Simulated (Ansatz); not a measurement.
# LuP: how the settings move a single-point run

How sensitive is a single-point run of LuP to its settings? A reference run comes first, then six runs with altered input. The cell is built on a prototype (CsCl type) and needn't be the phase found in nature.

Computed with Ansatz 0.2.0 (reference: DFT, PBEsol, plane waves, PAW, unless a step's input says otherwise).

7 further runs of the same task are left out: 1 for a known fault of the program, 6 that didn't finish.

## 1. The system as given

The structure is cubic, space group Pm-3m (No. 221). Conventional cell: a = 3.393 Å, b = 3.393 Å, c = 3.393 Å, α = 90.00°, β = 90.00°, γ = 90.00°. Lu (site symmetry m-3m) is surrounded by 8 P at 2.94 Å. Around P (site symmetry m-3m) lie 8 Lu at 2.94 Å.

Structure file:

```cif
data_structure
_symmetry_space_group_name_H-M 'Pm-3m'
_symmetry_Int_Tables_number 221
_cell_length_a 3.3928
_cell_length_b 3.3928
_cell_length_c 3.3928
_cell_angle_alpha 90.000
_cell_angle_beta 90.000
_cell_angle_gamma 90.000
_cell_volume 39.05
loop_
_atom_site_label
_atom_site_type_symbol
_atom_site_symmetry_multiplicity
_atom_site_Wyckoff_symbol
_atom_site_fract_x
_atom_site_fract_y
_atom_site_fract_z
_atom_site_occupancy
Lu1 Lu 1 a 0.00000 0.00000 0.00000 1
P1 P 1 b 0.50000 0.50000 0.50000 1
```

## 2. Baseline

input.yaml reads:

```yaml
crystal:
  lattice:
    - [3.392795429, 0.0, 0.0]
    - [0.0, 3.392795429, 0.0]
    - [0.0, 0.0, 3.392795429]
  atoms:
    - { symbol: Lu, position: [0.0, 0.0, 0.0] }
    - { symbol: P, position: [0.5, 0.5, 0.5] }
kpoints:
  mp_grid: { grid: [6, 6, 6] }
hamiltonian:
  xc: pbesol
scf:
  occupations: { method: fermi_dirac, width: 0.02 }
  n_extra_bands: 4
output:
  forces: true
  stress: true
  eigenvalues: true
  write_density: true
  write_potential: true
  elf: true
  volumetric_format: npy
```

Started as:

```console
$ ansatz run input.yaml --threads 4 --pin off --max-ram 3686MiB --backend cpu --events-out ev --progress --plain --runs-dir out
```

## 3. Changed: ecutwfc 250

Changes to input.yaml since step 2:

```diff
@@ -19,5 +19,3 @@
   eigenvalues: true
-  write_density: true
-  write_potential: true
-  elf: true
-  volumetric_format: npy
+basis:
+  ecutwfc: 250
```

## 4. A further run, with the input changed

Changes to input.yaml since step 2:

```diff
@@ -15,2 +15,3 @@
   n_extra_bands: 4
+  max_iter: 89
 output:
@@ -19,5 +20,4 @@
   eigenvalues: true
-  write_density: true
-  write_potential: true
-  elf: true
-  volumetric_format: npy
+magnetization:
+  spin_polarized: true
+  initial_magnetization: 6.0
```

## 6. Variant: symmetry.detect false

Changes to input.yaml since step 2:

```diff
@@ -8,2 +8,3 @@
     - { symbol: P, position: [0.5, 0.5, 0.5] }
+  symmetry: { detect: false }
 kpoints:
@@ -19,5 +20 @@
   eigenvalues: true
-  write_density: true
-  write_potential: true
-  elf: true
-  volumetric_format: npy
```

## 7. A run with other settings

Changes to input.yaml since step 2:

```diff
@@ -15,2 +15,3 @@
   n_extra_bands: 4
+  max_iter: 54
 output:
@@ -19,5 +20,4 @@
   eigenvalues: true
-  write_density: true
-  write_potential: true
-  elf: true
-  volumetric_format: npy
+magnetization:
+  spin_polarized: true
+  initial_magnetization: 0.5
```

## 9. Variant: preconditioner kerker

Changes to input.yaml since step 2:

```diff
@@ -15,2 +15,3 @@
   n_extra_bands: 4
+  mixing: { preconditioner: kerker }
 output:
@@ -19,5 +20 @@
   eigenvalues: true
-  write_density: true
-  write_potential: true
-  elf: true
-  volumetric_format: npy
```

## 10. Changed: ecutwfc 350

Changes to input.yaml since step 2:

```diff
@@ -19,5 +19,3 @@
   eigenvalues: true
-  write_density: true
-  write_potential: true
-  elf: true
-  volumetric_format: npy
+basis:
+  ecutwfc: 350
```

(Steps that only read results are left out.)

What does the calculation give? Wanted: for each run, ending; energy change; pressure; gap; force.

As calculated:

| run | ending | energy change | pressure (GPa) | gap (eV) | force (eV/Å) | cycles | time |
| --- | --- | --- | --- | --- | --- | --- | --- |
| reference | converged | 0 | -3.1 | 0.00 | 0.00 | 6 | 3.1 s |
| 1: ecutwfc 250 | converged | +516.3 meV/atom | -1.3 | 0.00 | 0.00 | 7 | 1.6 s |
| 2: spin_polarized true, initial_magnetization 6.0 | converged | 0.0 meV/atom | -3.1 | 0.00 | 0.00 | 13 | 3 s |
| 3: symmetry.detect false | converged | 0.0 meV/atom | -3.1 | 0.00 | 0.00 | 6 | 4.5 s |
| 4: spin_polarized true, initial_magnetization 0.5 | converged | 0.0 meV/atom | -3.1 | 0.00 | 0.00 | 13 | 4.8 s |
| 5: preconditioner kerker | converged | 0.0 meV/atom | -3.1 | 0.00 | 0.00 | 8 | 1.9 s |
| 6: ecutwfc 350 | converged | +5.2 meV/atom | -3.1 | 0.00 | 0.00 | 6 | 1.8 s |

Times don't compare one to one where runs were asked for different outputs or read a saved state (see the inputs); cycles may leave out searches for a lower state.

Residual by cycle in the longest SCF loop of each run; runs are numbered as in the table. The quantity is the density residual dr2, in eV.

| cycle | reference | run 1 | run 2 | run 3 | run 4 | run 5 | run 6 |
| --- | --- | --- | --- | --- | --- | --- | --- |
| 1 | 0.002 | 0.0132 | 2.66 | 0.002 | 0.147 | 0.002 | 0.00203 |
| 2 | 3.8e-4 | 0.0874 | 0.611 | 3.8e-4 | 0.0566 | 7.3e-4 | 4.3e-4 |
| 3 | 3.2e-4 | 0.00419 | 0.181 | 3.2e-4 | 0.0269 | 1.9e-4 | 2.7e-4 |
| 4 | 2.8e-6 | 1.5e-4 | 0.171 | 2.8e-6 | 0.0268 | 9.5e-6 | 2.9e-6 |
| 5 | 5.1e-7 | 1.8e-6 | 0.0078 | 5.4e-7 | 0.00546 | 1.5e-6 | 3.1e-7 |
| 6 | 2.2e-8 | 2.9e-8 | 5.1e-4 | 2.2e-8 | 0.00596 | 2.2e-7 | 9.9e-9 |
| 8 | - | - | 1.2e-6 | - | 7.4e-6 | 5.6e-10 | - |
| 9 | - | - | 2.0e-6 | - | 1.2e-7 | - | - |
| 10 | - | - | 6.6e-8 | - | 4.8e-9 | - | - |
| 11 | - | - | 8.0e-10 | - | 5.7e-9 | - | - |
| 12 | - | - | 2.4e-11 | - | 5.9e-12 | - | - |
| 13 | - | - | 1.3e-12 | - | 1.0e-11 | - | - |

**Reading.** Of the converged runs whose energies compare with the reference's, «ecutwfc 250» moves the energy most (+516.3 meV/atom). Runs 1 and 6 ran under the cutoff that the potentials recommend, as the log warns, so basis error is mixed into their values, and swamps them where the cutoff is far short. Of the variants the dearest is «spin_polarized true, initial_magnetization 0.5» (4.8 s), the cheapest «ecutwfc 250» (1.6 s), on a shared host.
